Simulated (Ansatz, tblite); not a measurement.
# Sn6H12 ring rod (Sn4Ge2H12): a ladder of methods and basis sets

One table from this session's results is given with a row withheld; the runs are named, their logs left out.

Program: Ansatz 0.2.0, Gaussian basis. Level of theory: as each input shows. These are calculated values, not measurements.

The runs, in order: GFN1-xTB, GFN2-xTB, PBE-D4/def2-TZVP, r2SCAN-D4/def2-TZVP, B97M-V/def2-TZVP, LDA/def2-TZVP, PBE-D4/def2-SVP, PBE0-D4/def2-SVP, MP2/def2-SVP.

3 further runs of the same task are left out: 3 set aside as unsound or not needed. Runs told in other sessions of the task aren't counted.

### The relaxed structure

The singlet was relaxed beforehand with PBE-D4/def2-SVP.

18 atoms, charge 0, spin multiplicity 1.

Bond lengths: Ge1–Sn4 2.633 Å, Ge1–Ge6 2.446 Å, Ge1–H7 1.557 Å, Ge1–H8 1.556 Å, Sn2–Sn5 2.809 Å, Sn2–Ge6 2.632 Å, Sn2–H9 1.736 Å, Sn2–H10 1.735 Å, Sn3–Sn4 2.811 Å, Sn3–Sn5 2.810 Å, Sn3–H11 1.736 Å, Sn3–H12 1.735 Å, Sn4–H13 1.735 Å, Sn4–H14 1.736 Å, Sn5–H15 1.735 Å, Sn5–H16 1.736 Å, Ge6–H17 1.557 Å, Ge6–H18 1.558 Å. Angles: Sn4–Ge1–Ge6 111.4°, Sn4–Ge1–H7 109.8°, Sn4–Ge1–H8 109.2°, Ge6–Ge1–H7 110.5°, Ge6–Ge1–H8 108.6°, H7–Ge1–H8 107.4°, Sn5–Sn2–Ge6 108.9°, Sn5–Sn2–H9 111.6°, Sn5–Sn2–H10 109.5°, Ge6–Sn2–H9 110.9°, Ge6–Sn2–H10 108.4°, H9–Sn2–H10 107.5°, Sn4–Sn3–Sn5 109.8°, Sn4–Sn3–H11 110.5°, Sn4–Sn3–H12 109.3°, Sn5–Sn3–H11 111.1°, Sn5–Sn3–H12 108.9°, H11–Sn3–H12 107.1° and more.

Sn takes a core potential in the def2 sets. No spin-orbit coupling is included.

PBE0-D4/def2-TZVP was run before; its log isn't repeated, and its numbers join the tables.

Set-up of the first run:

Tight binding, by tblite at 300 K electronic temperature and without a spin-polarisation term:

```python
tblite.interface.Calculator('GFN1-xTB', numbers, positions, charge=0, uhf=0).singlepoint()
```

Tight binding, by tblite at 300 K electronic temperature and without a spin-polarisation term:

```python
tblite.interface.Calculator('GFN2-xTB', numbers, positions, charge=0, uhf=0).singlepoint()
```

start.molden holds the orbitals of an earlier run on this state, given as this run's starting guess.

File in.yaml:

```yaml
crystal:
  periodic: [false, false, false]
  atoms:
    - {symbol: Ge, position_ang: [-0.642273, -0.848885, 2.255745]}
    - {symbol: Sn, position_ang: [2.334587, -0.849235, -0.657475]}
    - {symbol: Sn, position_ang: [-0.899350, 2.374309, -0.863974]}
    - {symbol: Sn, position_ang: [-2.291414, 0.717427, 0.929614]}
    - {symbol: Sn, position_ang: [0.897368, 0.837289, -2.383190]}
    - {symbol: Ge, position_ang: [0.630886, -2.287983, 0.741419]}
    - {symbol: H, position_ang: [-1.441520, -1.708119, 3.279805]}
    - {symbol: H, position_ang: [0.357857, 0.027088, 3.064876]}
    - {symbol: H, position_ang: [3.434944, -1.869574, -1.529617]}
    - {symbol: H, position_ang: [3.273489, 0.111622, 0.441027]}
    - {symbol: H, position_ang: [-2.010467, 3.229718, -1.887018]}
    - {symbol: H, position_ang: [-0.007067, 3.564337, 0.028692]}
    - {symbol: H, position_ang: [-3.399016, -0.275187, 0.036160]}
    - {symbol: H, position_ang: [-3.227895, 1.668779, 2.038829]}
    - {symbol: H, position_ang: [0.005199, -0.139492, -3.506098]}
    - {symbol: H, position_ang: [1.963020, 1.844079, -3.312967]}
    - {symbol: H, position_ang: [-0.356305, -3.005523, -0.226020]}
    - {symbol: H, position_ang: [1.377967, -3.390639, 1.550180]}
basis:
  gaussian: {orbitals: def2-TZVP, initial_orbitals: start.molden}
hamiltonian: {xc: pbe, dispersion: d4}
scf: {omitted_lower_state_checks: [starts]}
output: {orbitals: {seedname: orbitals}}
```

The run is started by

```
$ ansatz run in.yaml --threads 4 --pin off --events-out ev --progress --plain --max-ram 6963MiB
```

Steps of the session up to this table: PBE-D4/def2-TZVP; r2SCAN-D4/def2-TZVP; B97M-V/def2-TZVP; LDA/def2-TZVP; PBE-D4/def2-SVP; PBE0-D4/def2-SVP; MP2/def2-SVP.

One of the session's tables, all rows but one given; the rest of the session is left out.

It belongs to the step «Binding energy». 

```
              level  binding an atom (eV)
        HF/def2-SVP                 1.740
      LDA/def2-TZVP                 2.837
    PBE-D4/def2-SVP                 2.454
   PBE-D4/def2-TZVP                 2.463
r2SCAN-D4/def2-TZVP                 2.498
   B97M-V/def2-TZVP                 2.559
   PBE0-D4/def2-SVP                     ?
  PBE0-D4/def2-TZVP                 2.465
       MP2/def2-SVP                 2.276
```

**Question.** Estimate the row for PBE0-D4/def2-SVP.

**Answer.** binding an atom (eV): 2.455. In the column «binding an atom (eV)» it lies between PBE-D4/def2-SVP (2.454) and PBE-D4/def2-TZVP (2.463).

To keep in mind: Free atoms were run apart at each level; binding is atoms less cluster, divided by the number of atoms, without zero-point or spin-orbit terms.
